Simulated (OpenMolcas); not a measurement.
**Hf²⁺ among point charges: CASSCF and CASPT2 levels and susceptibility**

Aim: the splitting of the states of Hf²⁺ in the field of 6 point charges, its lowest levels with spin-orbit coupling and its magnetic susceptibility.

The numbers are computed with OpenMolcas 26.06 (state-averaged CASSCF and CASPT2, spin-orbit coupling by RASSI with atomic mean-field integrals), except any that are marked as measured or tabulated.

**1. Starting point**

- Species: Hf²⁺ (hafnium, Z = 72, 70 electrons)
- Basis: ANO-RCC-VTZP [8s7p5d3f2g1h], 104 functions
- Scalar Hamiltonian: DKH2, point nucleus
- Inactive shells: 1s 2s 2p 3s 3p 3d 4s 4p 4d 4f 5s 5p
- Active space: 2 electrons in 5 orbitals (5d)
- Some configurations of this space: 5d²
- Orbitals: optimised for each spin and parity, averaged over all roots

The outer shells:

5d2
```
5d [↑ ][↑ ][  ][  ][  ]
```

The ion sits among 6 point charges of -0.8 e arranged as an octahedron (Oh), 2.12 Å from the ion.

The work runs as a chain of OpenMolcas steps in one folder; each step below is one input file. Labels, J, g values, rates, χT and fits are worked out afterwards by a script from the matrices that RASSI stores. The input lists half of the charges; inversion (Group=XYZ) makes the rest.

**2. One- and two-electron integrals**

Input file a.inp:

```
&GATEWAY
Coord
1

Hf 0.0 0.0 0.0
Basis=ANO-RCC-VTZP
Group=XYZ
NoMove
AngMom=0.0 0.0 0.0
AMFI
XField
3 Angstrom 0
2.120000 0.000000 0.000000 -0.800000
0.000000 2.120000 0.000000 -0.800000
0.000000 0.000000 2.120000 -0.800000
&SEWARD
```

Started as:

```console
$ OMP_NUM_THREADS=1 MOLCAS_MEM=1689 MOLCAS_PROJECT=a pymolcas a.inp > a.log
```

Standard output:

```text
Basis set label: HF.ANO-RCC...8S7P5D3F2G1H.

      Electronic valence basis set:
      ------------------
      Associated Effective Charge  72.000000 au
      Associated Actual Charge     72.000000 au
      Nuclear Model: Point charge

      Shell  nPrim  nBasis  Cartesian Spherical Contaminant
         s      24       8        X
         p      21       7        X
         d      15       5                 X
         f      11       3                 X
         g       4       2                 X
         h       2       1                 X
                  Relativistic Douglas-Kroll-Hess integrals:
                    - DKH order of Hamiltonian: 2
                    - DKH order of Properties : 0
                  Atomic mean-field integrals
```

**3. Reference wave functions, triplets of even parity, 10 roots**

Input file a.inp:

```
&RASSCF
FileOrb=start.orb
Symmetry=1
Spin=3
nActEl=2 0 0
Inactive=15 19
Ras2=5 0
CIRoot=10 10 1
SDav=10
CIMx=300
Iter=120 100
PrWF=0.3
OrbListing=Nothing
MaxOrb=0
>>> COPY $Project.JobIph JOB001
```

Started as:

```console
$ OMP_NUM_THREADS=1 MOLCAS_MEM=1689 MOLCAS_PROJECT=a pymolcas a.inp > a.log
```

start.orb holds the contracted functions of the basis, ordered by shell, or the orbitals of the step before.

Standard output, shortened:

```text
[...]
      Number of active orbitals                  5
[...]
      Spin quantum number                      1.0
[...]
      Active orbitals                            5   0
[...]
      Number of CSFs                            10
      Number of root(s) required                10
[...]
      Convergence after 13 iterations
[...]
      Natural orbitals and occupation numbers for root  1
      sym 1:   0.964023  -0.000000   0.035977   0.964023   0.035977
      Natural orbitals and occupation numbers for root  2
      sym 1:   0.963915   0.036085   0.963915   0.036085  -0.000000
      Natural orbitals and occupation numbers for root  3
      sym 1:  -0.000000   0.963943   0.036057   0.963943   0.036057
::    RASSCF root number  1 Total energy: -15065.76087734
::    RASSCF root number  2 Total energy: -15065.76087734
::    RASSCF root number  3 Total energy: -15065.76087734
[...]
::    RASSCF root number  7 Total energy: -15065.67920884
::    RASSCF root number  8 Total energy: -15065.67920884
::    RASSCF root number  9 Total energy: -15065.67920884
::    RASSCF root number 10 Total energy: -15065.65876456
```

**4. Reference wave functions, singlets of even parity, 15 roots**

Input file a.inp:

```
&RASSCF
FileOrb=start.orb
Symmetry=1
Spin=1
nActEl=2 0 0
Inactive=15 19
Ras2=5 0
CIRoot=15 15 1
SDav=15
CIMx=300
Iter=120 100
PrWF=0.3
OrbListing=Nothing
MaxOrb=0
>>> COPY $Project.JobIph JOB002
```

Standard output, shortened:

```text
[...]
      Number of active orbitals                  5
[...]
      Spin quantum number                      0.0
[...]
      Active orbitals                            5   0
[...]
      Number of CSFs                            15
      Number of root(s) required                15
[...]
      Convergence after  9 iterations
[...]
      Natural orbitals and occupation numbers for root  1
      sym 1:   0.025175   0.024898   0.974116   0.975812   0.000000
      Natural orbitals and occupation numbers for root  2
      sym 1:   0.000000   0.968364   0.982711   0.023304   0.025621
      Natural orbitals and occupation numbers for root  3
      sym 1:   0.000000   0.981644   0.023476   0.969432   0.025448
::    RASSCF root number  1 Total energy: -15065.72550322
::    RASSCF root number  2 Total energy: -15065.72550322
::    RASSCF root number  3 Total energy: -15065.72550322
[...]
::    RASSCF root number 12 Total energy: -15065.66249437
::    RASSCF root number 13 Total energy: -15065.61289072
::    RASSCF root number 14 Total energy: -15065.61289072
::    RASSCF root number 15 Total energy: -15065.55745045
```

**5. RASSI: spin-orbit coupling between the states**

Input file a.inp:

```
&RASSI
NrOfJobIphs=2 10 15
1 2 3 4 5 6 7 8 9 10
1 2 3 4 5 6 7 8 9 10 11 12 13 14 15
IphNames
JOB001
JOB002
EJob
SpinOrbit
DIPRint=1.0
SOCoupling=1000.0
Subsets=2
Property=9
'ANGMOM' 1 'ANGMOM' 2 'ANGMOM' 3 'MLTPL  1' 1 'MLTPL  1' 2 'MLTPL  1' 3
'AMFI' 1 'AMFI' 2 'AMFI' 3
SOProperty=3
'ANGMOM' 1 'ANGMOM' 2 'ANGMOM' 3
```

Standard output, shortened:

```text
SPIN-FREE ENERGIES:
  (Shifted by EMIN (a.u.) =     -15065.7608773411)
 SF State       Relative EMIN(au)   Rel lowest level(eV)    D:o, cm**(-1)      L_eff
     1             0.0000000000        0.0000000000              0.0000         2.9
     2             0.0000000000        0.0000000000              0.0000         2.9
     3             0.0000000000        0.0000000000              0.0000         2.9
    11             0.0353741219        0.9625788949           7763.7224         2.9
    12             0.0353741219        0.9625788949           7763.7224         2.9
    13             0.0353741219        0.9625788949           7763.7224         2.9
    14             0.0357296717        0.9722538982           7841.7565         3.1
    15             0.0357296717        0.9722538982           7841.7565         3.1
     4             0.0471282846        1.2824259544          10343.4629         3.0
     5             0.0471282846        1.2824259544          10343.4629         3.0
[...]
Eigenvalues of complex Hamiltonian:
   -----------------------------------
  (Shifted by EMIN (a.u.) =     -15065.7608773411)
 SO State       Relative EMIN(au)   Rel lowest level(eV)    D:o, cm**(-1)     J-value
     1            -0.0080162250        0.0000000000              0.0000         2.0
     2            -0.0080162250        0.0000000002              0.0000         1.8
     3            -0.0066904781        0.0360754111            290.9678         2.1
     4            -0.0066904782        0.0360754089            290.9678         2.1
     5            -0.0066904781        0.0360754097            290.9678         1.9
     6             0.0031245516        0.3031559754           2445.1178         2.6
     7             0.0031245516        0.3031559751           2445.1178         2.8
     8             0.0031245516        0.3031559754           2445.1178         2.5
     9             0.0075018350        0.4222679235           3405.8205         2.9
    10             0.0306438174        1.0519933459           8484.8986         2.4
    11             0.0306438174        1.0519933467           8484.8986         2.4
[...]
```

These steps: 6.9 s of run time, 1 thread, shared host.

Spin-free states, with their symmetry labels:

| state | degeneracy | E (cm-1) | free-ion L (%) |
| --- | --- | --- | --- |
| 3T1 | 3 | 0 | F (93) |
| 1T2 | 3 | 7764 | D (58) |
| 1E | 2 | 7842 | D (50) |
| 3T2 | 3 | 10343 | F (100) |
| 1A1 | 1 | 16168 | G (70) |
| 3T1 | 3 | 17924 | P (93) |
| 1T2 | 3 | 19732 | G (58) |
| 1T1 | 3 | 21593 | G (100) |
| 3A2 | 1 | 22411 | F (100) |
| 1E | 2 | 32479 | G (50) |
| 1A1 | 1 | 44647 | S (70) |

With spin-orbit coupling:

```tsv
E (cm-1)	Degeneracy	Label	2S+1
0.0	2	E	3
291.0	3	T2	3
2445	3	T1	3
3406	1	A1	3
8485	3	T2	1
9443	2	E	1
11394	1	A2	3
12531	3	T2	3
12554	3	T1	3
12778	2	E	3
16653	1	A1	1
19083	3	T1	3
19636	1	A1	3
19736	3	T2	3
20566	2	E	3
21765	3	T2	3
23525	3	T1	1
25215	3	T2	3
34598	2	E	1
46790	1	A1	1
```

Powder χT (cm³ K/mol): 0.00 at 2 K, 0.00 at 5 K, 0.00 at 10 K, 0.01 at 20 K, 0.02 at 50 K, 0.03 at 100 K, 0.06 at 150 K, 0.08 at 200 K, 0.11 at 250 K, 0.13 at 300 K.

A ligand-field fit to the states below 45000 cm-1 gives 10Dq = 12211 cm-1, B = 547 cm-1 and C = 2342 cm-1 (C/B = 4.28), with a deviation of 371 cm-1.

**6. CASPT2: IPEA 0.25, imaginary shift 0.1 (closed shells correlated: 4f 5s 5p)**

Input file a.inp:

```
>>> COPY JOB001 $Project.JobIph
&CASPT2
Multistate=10 1 2 3 4 5 6 7 8 9 10
NoMult
Frozen=14 9
IPEA=0.25
Imaginary=0.1
MaxIter=60
WThr=0.0 0.3 0.05
PrWF=0.5
NoMix
>>> COPY JOB002 $Project.JobIph
&CASPT2
Multistate=15 1 2 3 4 5 6 7 8 9 10 11 12 13 14 15
NoMult
Frozen=14 9
IPEA=0.25
Imaginary=0.1
MaxIter=60
WThr=0.0 0.3 0.05
PrWF=0.5
NoMix
```

Standard output, shortened:

```text
[...]
      Active orbitals                            5   0
[...]
      E2 (Variational):          -1.1528361176
      Total energy:          -15066.9137134588
[...]
::    CASPT2 Root  1     Total energy: -15066.91371346
::    CASPT2 Root  2     Total energy: -15066.91372083
[...]
::    CASPT2 Root 12     Total energy: -15066.82349798
::    CASPT2 Root 13     Total energy: -15066.78043235
::    CASPT2 Root 14     Total energy: -15066.78043585
::    CASPT2 Root 15     Total energy: -15066.74383226
```

This run: 10 s of run time, 1 thread, shared host.

SS-CASPT2: lowest energy less the reference's lowest, -1.1528 hartree; reference weights 0.849 to 0.887.

Spin-free states, with their symmetry labels:

| state | degeneracy | E (cm-1) | free-ion L (%) |
| --- | --- | --- | --- |
| 3T1 | 3 | 0 | F (93) |
| 1T2 | 3 | 5651 | D (58) |
| 1E | 2 | 6287 | D (50) |
| 3T2 | 3 | 9992 | F (100) |
| 1A1 | 1 | 11938 | G (70) |
| 3T1 | 3 | 16362 | P (93) |
| 1T2 | 3 | 17126 | G (58) |
| 1T1 | 3 | 19801 | G (100) |
| 3A2 | 1 | 21822 | F (100) |
| 1E | 2 | 29252 | G (50) |
| 1A1 | 1 | 37285 | S (70) |

With spin-orbit coupling:

| E (cm-1) | Degeneracy | Label | 2S+1 |
| --- | --- | --- | --- |
| 0 | 2 | E | 3 |
| 280 | 3 | T2 | 3 |
| 2500 | 3 | T1 | 3 |
| 3370 | 1 | A1 | 3 |
| 6820 | 3 | T2 | 1 |
| 8000 | 2 | E | 1 |
| 11110 | 1 | A2 | 3 |
| 11920 | 3 | T2 | 3 |
| 12260 | 3 | T1 | 3 |
| 12470 | 2 | E | 3 |
| 13380 | 1 | A1 | 1 |
| 17250 | 1 | A1 | 3 |
| 17590 | 3 | T1 | 3 |
| 17810 | 3 | T2 | 1 |
| 19060 | 2 | E | 3 |
| 19900 | 3 | T2 | 3 |
| 21820 | 3 | T1 | 1 |
| 24470 | 3 | T2 | 3 |
| 31480 | 2 | E | 1 |
| 39590 | 1 | A1 | 1 |

Powder χT (cm³ K/mol): 0.00 at 2 K, 0.00 at 5 K, 0.00 at 10 K, 0.01 at 20 K, 0.02 at 50 K, 0.03 at 100 K, 0.06 at 150 K, 0.08 at 200 K, 0.11 at 250 K, 0.13 at 300 K.

A ligand-field fit to the states below 45000 cm-1 gives 10Dq = 11663 cm-1, B = 475 cm-1 and C = 1503 cm-1 (C/B = 3.17), with a deviation of 441 cm-1.

**7. The methods side by side**

A. CASSCF
B. SS-CASPT2, IPEA 0.25, imaginary shift 0.1 (closed shells correlated: 4f 5s 5p)

| method | ground state | first state of that spin (cm-1) | first gap with spin-orbit (cm-1) | χT at 300 K |
| --- | --- | --- | --- | --- |
| A | 3T1 | 3T2 10340 | 291.0 | 0.13 |
| B | 3T1 | 3T2 9992 | 278.3 | 0.13 |

**8. What came out**

```
                                            quantity                                                                           value
                                              method  SS-CASPT2, IPEA 0.25, imaginary shift 0.1 (closed shells correlated: 4f 5s 5p)
                              spin-free ground state                                                 3T1, 3-fold in its orbital part
first state of the same spin within the active space                                                                3T2 at 9990 cm⁻¹
                                        lowest level                                                  2-fold E, g = 0.00, 0.00, 0.00
                                          next level                                                                      278.3 cm⁻¹
                                         χT at 300 K                                                                  0.13 cm³ K/mol
                           effective moment at 300 K                                                                         1.02 μB
```

Cost by method:

| method | time of its own steps | time with the reference |
| --- | --- | --- |
| A. CASSCF | 6.9 s | 6.9 s |
| B. SS-CASPT2, IPEA 0.25, imaginary shift 0.1, +4f 5s 5p | 10 s | 17 s |

Times are of one thread on a shared host.

The spin-free ground state (3T1) comes to 93 % from free-ion F terms and keeps the highest spin of the shell. χT at 300 K is 0.13, against 1.00 cm³ K/mol for the spin alone, so spin-orbit coupling lowers it. A ligand-field fit to the states below 45000 cm-1 gives 10Dq = 11663 cm-1, B = 475 cm-1 and C = 1503 cm-1 (C/B = 3.17), with a deviation of 441 cm-1. CASPT2 does not keep the components of a term degenerate, and the means are used. The field of point charges can differ much from that of real complexes. This is an electrostatic model: the charges have no orbitals.
